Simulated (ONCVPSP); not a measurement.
**Barium: generating and testing an ONCV potential**

Aim: build the potential from the settings below, then test how well it stands in for the atom: other configurations, scattering, ghost states and the plane-wave cutoff that it needs.

The numbers are computed with ONCVPSP 4.0.1.1 (patched build) (PBE, scalar-relativistic, spin-unpolarised reference atom).

## 1. The design

The settings as typed:

```
element                 : barium (Ba, Z = 56)
type                    : optimised norm-conserving Vanderbilt (ONCV)
frozen core             : [Kr] 4d10
valence charge          : 10
reference configuration : 5s2 5p6 (charge +2)
partial waves           : 5s: rc 1.28 bohr, ncon 4, nbas 7, qcut 3.9 1/bohr, 3 projectors, debl 3.6 Ha; 5p: rc 1.95 bohr, ncon 5, nbas 8, qcut 5 1/bohr, 2 projectors, debl 1.8 Ha; d scattering state at 0.4 Ha: rc 1.95 bohr, ncon 3, nbas 7, qcut 4.3 1/bohr, 2 projectors, debl 3 Ha
local potential         : polynomial inside 1.05 bohr (lpopt 5, dvloc0 0 Ha)
core correction         : Teter function fitted to the true core (icmod 2), fcfact 0.45
```

The outer shells as boxes (Hund's rule for the drawing; the calculation is spin-unpolarised):

```
[Kr] core
4d [↑↓][↑↓][↑↓][↑↓][↑↓]
5s [↑↓]
5p [↑↓][↑↓][↑↓]
```

The nodes and maxima of the atom's own shells, from an earlier all-electron run, set the scale for the radii.

All-electron outer shells of the reference configuration (PBE, scalar-relativistic, ld1.x):

| shell | level (eV) | outermost node (bohr) | outermost maximum (bohr) |
| --- | --- | --- | --- |
| 5p | -30.91 | 0.86 | 1.67 |
| 5d | -12.91 | 0.99 | 2.31 |
| 6s | -12.34 | 1.93 | 3.62 |
| 6p | -8.98 | 2.26 | 4.26 |

## 2. The generation run

File Ba.dat:

```
# ATOM AND REFERENCE CONFIGURATION
# atsym  z   nc   nv     iexc    psfile
  Ba 56.00    9    2        4      upf
#
#   n    l    f
    1    0    2.00
    2    0    2.00
    2    1    6.00
    3    0    2.00
    3    1    6.00
    3    2   10.00
    4    0    2.00
    4    1    6.00
    4    2   10.00
    5    0    2.00
    5    1    6.00
#
# PSEUDOPOTENTIAL AND OPTIMIZATION
# lmax
    2
#
#   l,   rc,      ep,       ncon, nbas, qcut
    0    1.28    0.00    4    7    3.90
    1    1.95    0.00    5    8    5.00
    2    1.95    0.40    3    7    4.30
#
# LOCAL POTENTIAL
# lloc, lpopt,  rc(5),   dvloc0
    4    5    1.05    0.00
#
# VANDERBILT-KLEINMAN-BYLANDER PROJECTORs
# l, nproj, debl
    0    3    3.60
    1    2    1.80
    2    2    3.00
#
# MODEL CORE CHARGE
# icmod, fcfact, rcfact
    2    0.45    0.70
#
# LOG DERIVATIVE ANALYSIS
# epsh1, epsh2, depsh
   -3.00    5.00    0.02
#
# OUTPUT GRID
# rlmax, drl
    6.00    0.01
#
# TEST CONFIGURATIONS
# ncnf
    4
# nvcnf
#   n    l    f
    3
    5    0    2.00
    5    1    6.00
    6    0    2.00
#
    3
    5    0    2.00
    5    1    6.00
    6    0    1.00
#
    3
    5    0    2.00
    5    1    6.00
    6    0    1.50
#
    3
    5    0    1.00
    5    1    6.00
    6    0    2.00
#
```

Launch:

```bash
$ oncvpsp.x < Ba.dat > Ba.out
```

Before running it: what results should come out? Wanted: cutoffs for 1 and 0.1 mHa per electron, occupied waves; bound ghosts; GHOST(+) flags; largest test error; largest phase difference near zero energy, channels read; rms error of d²Exc/dn², without and with the model core; projector energies reset by the program.

The runs gave:

| quantity | value |
| --- | --- |
| cutoffs for 1 and 0.1 mHa per electron, occupied waves | 73 Ha and 104 Ha |
| bound ghosts | s at -258.51 eV |
| GHOST(+) flags | s at 484 eV, p at 2 eV, d at 136 eV |
| largest test error (AE − PS) | +1.8 meV, for 5s2 5p6 6s2 (1 test unsolved) |
| largest phase difference near zero energy, channels read | 3.141 rad |
| rms error of d²Exc/dn², without and with the model core | 4.60 and 0.42 mHa |
| projector energies reset by the program | d: 0.050, 3.050 Ha |

In words: It has a bound ghost (s), a state that the atom doesn't have, and that rules the file out. Close by lies the frozen 4s level (-256.4 eV). The worst unpolarised test, 5s2 5p6 6s2, is off by 1.8 meV on 15.3 eV; by total energies transferability rates as very good where solved. Atomic tests can pass in spite of a ghost, since they solve only for the levels asked. Of the tests 1 gave no usable energy difference, which is a warning in itself. The potential is very hard: the looser tolerance needs 73 Ha. At the looser tolerance the 5s wave is the slowest; 5p needs 13 Ha. Near zero energy the largest phase difference among the channels read is 3.14 rad, in the p channel. A step near π is an extra or missing state, not a misfit of shape. The pseudo curves have a pole with no partner nearby in the atom's: p at 0.06 Ha. At positive energy that is a spurious or a displaced resonance. The program also flags highly localised states, GHOST(+) (s, p, d). All of this concerns the isolated atom, not yet a solid.
